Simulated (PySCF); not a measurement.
# Ta(3+): dipole response in x2c-TZVPPall plus 1 even-tempered diffuse shell per l

How polarisable is Ta(3+) at the levels listed below?

Method: unrestricted determinants in a Gaussian basis, no spin-orbit coupling in the energies. Code: PySCF 2.14.0.

### Step 1. What is computed

```
Element     : tantalum (Z = 73)
Basis       : x2c-TZVPPall with one added diffuse shell each of s, p, d, f type (12s8p8d4f1g, 113 functions)
Hamiltonian : the spin-free X2C one-electron Hamiltonian (Gaussian nucleus)
State 1     : Ta(3+): [Xe] 4f14 5d2, high-spin 3F determinant
Methods     : PBE0
```

The outer shells:

Ta3+ [Xe] 4f14 5d2
```
[Xe] core
4f [↑↓][↑↓][↑↓][↑↓][↑↓][↑↓][↑↓]
5d [↑ ][↑ ][  ][  ][  ]
```

The runs were made by one driver on top of PySCF. The scripts below sum up each run's settings (the driver also hands on starting orbitals that pick excited configurations, and frozen orbitals as a list rather than a count), and the logs come from the driver's own runs. The driver starts from symmetry-adapted Hartree-Fock orbitals, holds the occupation by maximum overlap and uses a logarithmic radial grid for functionals, so a plain start would take other cycles.

The integrals over 113 functions and the set-up took 7.3 s of CPU time.

### Step 2. Ta(3+), at PBE0

#### PBE0

input.py reads:

```python
from pyscf import gto, scf, dft, mp, cc
import basis_set_exchange as bse
mol = gto.M(atom="Ta 0 0 0", charge=3, spin=2, symmetry="D2h",
            basis=gto.basis.parse(bse.get_basis("x2c-TZVPPall", elements=["Ta"], fmt="nwchem", augment_diffuse=1)),
            nucmod="G")
mf = dft.UKS(mol, xc="PBE0").sfx2c1e()
mf.irrep_nelec = {'Ag': (10, 9), 'B1g': (3, 2), 'B2g': (2, 2), 'B3g': (2, 2), 'Au': (1, 1), 'B1u': (6, 6), 'B2u': (6, 6), 'B3u': (6, 6)}
mf.kernel()
```

The program printed:

```text
damping factor = 0
level_shift factor = 0
DIIS = <class 'pyscf.scf.diis.CDIIS'>
diis_start_cycle = 1
diis_space = 10
diis_damp = 0
SCF conv_tol = 1e-09
SCF conv_tol_grad = None
number electrons alpha = 36  beta = 34
XC functionals = PBE0
    C. Adamo and V. Barone.,  J. Chem. Phys. 110, 6158 (1999)
    M. Ernzerhof and G. E. Scuseria.,  J. Chem. Phys. 110, 5029 (1999)
cycle= 1 E= -15603.2608827539  delta_E= -0.018  |g|= 0.205  |ddm|= 0.228
cycle= 2 E= -15603.2606528486  delta_E= 0.00023  |g|= 0.204  |ddm|= 0.174
cycle= 3 E= -15603.2644184795  delta_E= -0.00377  |g|= 0.00384  |ddm|= 0.0859
cycle= 4 E= -15603.2644202468  delta_E= -1.77e-06  |g|= 0.000472  |ddm|= 0.00283
cycle= 5 E= -15603.2644202809  delta_E= -3.41e-08  |g|= 1.44e-05  |ddm|= 0.000295
cycle= 6 E= -15603.264420281  delta_E= -4.91e-11  |g|= 1.21e-06  |ddm|= 1.49e-05
converged SCF energy = -15603.264420281  <S^2> = 2.0012826  2S+1 = 3.000855
```

CPU time 46 s on a shared host, the integrals not counted.

Orbital energies by shell (radii are means over both spins):

```tsv
shell	electrons	mean orbital energy (eV)	spread (eV)	rms radius (bohr)
1s β	1	-67330.8	0	0.0211
1s α	1	-67330.8	0	0.0211
2s α	1	-11627.5	0	0.0854
2s β	1	-11627.4	0	0.0854
2p α	3	-10225.2	0	0.0775
2p β	3	-10225.1	0	0.0775
3s α	1	-2702.2	0	0.219
3s β	1	-2702.2	0	0.219
3p α	3	-2281.2	0	0.220
3p β	3	-2281.2	0	0.220
3d α	5	-1773.9	0.060	0.201
3d β	5	-1773.8	0.077	0.201
4s α	1	-581.65	0	0.488
4s β	1	-581.54	0	0.488
4p α	3	-442.14	0	0.519
4p β	3	-442.03	0	0.519
4d α	5	-258.93	0.060	0.563
4d β	5	-258.78	0.214	0.563
5s α	1	-105.12	0	1.17
5s β	1	-103.95	0	1.17
5p α	3	-70.471	0	1.36
5p β	3	-68.783	0	1.36
4f α	7	-57.345	0.016	0.713
4f β	7	-57.109	0.347	0.713
5d α	2	-31.631	0	1.98
```

⟨S²⟩ = 2.001, ⟨L²⟩ = 12.01.

The driver then solved the coupled dipole response at imaginary frequencies: mean α = 7.380 bohr³, C₆ = 34.82 au for a like pair.

Spin-orbit coupling, absent here, splits the open shell strongly.

Radial density 4πr²ρ of Ta(3+) at PBE0, without picture-change correction:

```tsv
r (bohr)	density	spin density
0.000366	2.90	0.000
0.000615	6.02	0.000
0.00104	12.2	0.000
0.00174	23.8	0.000
0.00293	43.5	0.000
0.00493	71.2	-0.001
0.00829	96.9	-0.001
0.0139	101	-0.001
0.0234	87.5	-0.001
0.0394	113	0.004
0.0663	129	0.044
0.112	103	0.105
0.188	113	0.002
0.316	61.3	0.108
0.531	62.4	0.052
0.893	20.3	0.337
1.50	7.54	1.338
2.53	0.783	0.515
4.25	0.0353	0.034
7.15	0.000145	0.000
12.0	1.61e-05	0.000
```

### Step 3. Polarisabilities and C₆

Ta(3+), in atomic units:

```tsv
method	mean α	C₆ (like pair)	S(−4)
PBE0	7.380	34.82	23.34
```

α(iu) at PBE0:

```tsv
u (hartree)	α(iu) (bohr³)
0	7.380
0.0500	7.323
0.100	7.161
0.200	6.633
0.300	6.017
0.500	4.931
0.750	3.938
1.00	3.217
1.50	2.246
2.00	1.635
3.00	0.9537
5.00	0.4241
```

### Step 4. Summary of results

| quantity | value |
| --- | --- |
| α of Ta(3+) | 7.380 (PBE0) bohr³ |

In words: A single London oscillator with the computed α and C₆ of Ta(3+) at PBE0 would have ω = 4 C₆ / (3 α²) = 0.852 hartree. The basis is finite, and no extrapolation was made.
